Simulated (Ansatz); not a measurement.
# Al2H4Se (SMILES [AlH2][AlH][SeH]): B3LYP/6-31G(d) (Cartesian functions)

Aim: the vertical singlet–triplet gap of Al2H4Se at B3LYP/6-31G* (Cartesian functions), from 2 runs. 

Program for the calculation: Ansatz 0.2.0.

51 further runs of the same task are left out: 51 set aside as unsound or not needed. Runs told in other sessions of the task aren't counted.

## Step 1: The system as given

Al2H4Se: 7 atoms, total charge 0, spin state singlet. As SMILES, `[AlH2][AlH][SeH]`. The coordinates come from a PBE0-D4/def2-TZVP relaxation. This is one conformer, not always the lowest.

Bond lengths: Al1–Al2 2.584 Å, Al2–Se3 2.331 Å, Al1–H4 1.593 Å, Al1–H5 1.593 Å, Al2–H6 1.591 Å, Se3–H7 1.469 Å. Angles: Al1–Al2–Se3 117.0°, Al1–Al2–H6 127.9°, Se3–Al2–H6 115.1°, Al2–Al1–H4 121.5°, Al2–Al1–H5 121.4°, Al2–Se3–H7 93.6°, H4–Al1–H5 117.1°.

## Step 2: A single-point energy at B3LYP/6-31G(d) (Cartesian functions)

Contents of molecule.yaml:

```yaml
basis:
  gaussian: {orbitals: "6-31G*"}
crystal:
  periodic: [false, false, false]
  atoms:
    - {symbol: Al, position_ang: [-1.578100, 0.539600, -0.900300]}
    - {symbol: Al, position_ang: [0.683400, 0.231600, 0.310300]}
    - {symbol: Se, position_ang: [1.280700, -1.943000, 0.899300]}
    - {symbol: H, position_ang: [-1.688000, 0.476100, -2.487900]}
    - {symbol: H, position_ang: [-2.924300, 0.803000, -0.090900]}
    - {symbol: H, position_ang: [1.737000, 1.353100, 0.713600]}
    - {symbol: H, position_ang: [2.550600, -1.528300, 1.510400]}
hamiltonian: {xc: {name: B3LYP}}
accuracy: high
output: {orbitals: {seedname: orbitals}}
```

The run is started by

```console
$ ansatz run molecule.yaml --threads 1 --pin off --max-ram 2610MiB --events-out events.jsonl --progress --plain --runs-dir runs
```

What it wrote:

```text
Warning: RAYON_NUM_THREADS=1 ignored (pool sized by the plan → 1); use --threads N
Functional definition: B3LYP
  name "B3LYP"
  parameter a0 = 0.2
  parameter ax = 0.72
  parameter ac = 0.81
  exchange = (1 - a0 - ax)*slater_x + ax*b88_x + a0*exact_x
  correlation = (1 - ac)*vwn_rpa_c + ac*lyp_c
1562 factors; integrals over basis functions are off by at most 4.9e-9 eV
mean field evaluation 1: about -78601.4009 eV, gradient 1.5e1 eV
mean field evaluation 2: about -78601.7437 eV, gradient 1.3e1 eV
mean field evaluation 4: about -78602.3150 eV, gradient 3.9e-1 eV
mean field evaluation 8: about -78602.3870 eV, gradient 3.5e-2 eV
mean field evaluation 16: about -78602.3870 eV, gradient 2.4e-6 eV
mean field -78602.38699133 eV, -2888.5844433200 hartree, gradient 8.4e-8 eV, S^2 0.000000; 0 other end points of the search recorded, 0 dependent functions left out
reference -78602.38703633 eV, -2888.5844449736 hartree; 32, 32 occupied and 49, 49 virtual orbitals, 1562 factors
Total energy: -78602.38703633 eV, -2888.5844449736 hartree
```

Wall time 7.8 s (1 thread of Arm Neoverse V2, shared host); peak memory 0.27 GiB.

## Step 3: The triplet, same level

Contents of input.yaml:

```yaml
crystal:
  periodic: [false, false, false]
  atoms:
    - {symbol: Al, position_ang: [-1.578100, 0.539600, -0.900300]}
    - {symbol: Al, position_ang: [0.683400, 0.231600, 0.310300]}
    - {symbol: Se, position_ang: [1.280700, -1.943000, 0.899300]}
    - {symbol: H, position_ang: [-1.688000, 0.476100, -2.487900]}
    - {symbol: H, position_ang: [-2.924300, 0.803000, -0.090900]}
    - {symbol: H, position_ang: [1.737000, 1.353100, 0.713600]}
    - {symbol: H, position_ang: [2.550600, -1.528300, 1.510400]}
basis:
  gaussian:
    orbitals: "6-31G*"
total_charge: 0
magnetization:
  spin_polarized: true
  initial_magnetization: 2
hamiltonian:
  xc: {name: B3LYP}
accuracy: high
output:
  orbitals: {seedname: orbitals}
```

The run is started by

```console
$ ansatz run input.yaml --threads 1 --pin off --max-ram 2610MiB --events-out events.jsonl --progress --plain --runs-dir runs
```

What it wrote:

```text
Warning: RAYON_NUM_THREADS=1 ignored (pool sized by the plan → 1); use --threads N
Functional definition: B3LYP
  name "B3LYP"
  parameter a0 = 0.2
  parameter ax = 0.72
  parameter ac = 0.81
  exchange = (1 - a0 - ax)*slater_x + ax*b88_x + a0*exact_x
  correlation = (1 - ac)*vwn_rpa_c + ac*lyp_c
1562 factors; integrals over basis functions are off by at most 4.9e-9 eV
mean field evaluation 1: about -78598.2262 eV, gradient 1.1e1 eV
mean field evaluation 2: about -78598.0946 eV, gradient 1.1e1 eV
mean field evaluation 4: about -78599.2440 eV, gradient 5.7e-1 eV
mean field evaluation 8: about -78599.3344 eV, gradient 1.1e-1 eV
mean field evaluation 16: about -78599.3346 eV, gradient 1.6e-3 eV
mean field evaluation 32: about -78599.3346 eV, gradient 1.8e-6 eV
mean field -78599.33461988 eV, -2888.4722707382 hartree, gradient 5.3e-8 eV, S^2 2.002751; 6 other end points of the search recorded, 0 dependent functions left out
reference -78599.33466381 eV, -2888.4722723525 hartree; 33, 31 occupied and 48, 50 virtual orbitals, 1562 factors
Total energy: -78599.33466381 eV, -2888.4722723525 hartree
```

Wall time 30 s (1 thread of Arm Neoverse V2, shared host); peak memory 0.41 GiB.

## Step 4: Outcome

At B3LYP/6-31G* (Cartesian functions):

```
                                        quantity           value
                           singlet: total energy  -2888.58444 Eh
                            singlet: HOMO energy        -6.90 eV
                            singlet: LUMO energy        -2.40 eV
                          singlet: HOMO–LUMO gap         4.50 eV
                           triplet: total energy  -2888.47227 Eh
     triplet: HOMO energy (highest over α and β)        -4.04 eV
                                   triplet: ⟨S²⟩           2.003
vertical energy of the triplet above the singlet        3.052 eV
```

What this shows: At this shape the triplet lies 3.05 eV (295 kJ/mol) above the singlet.
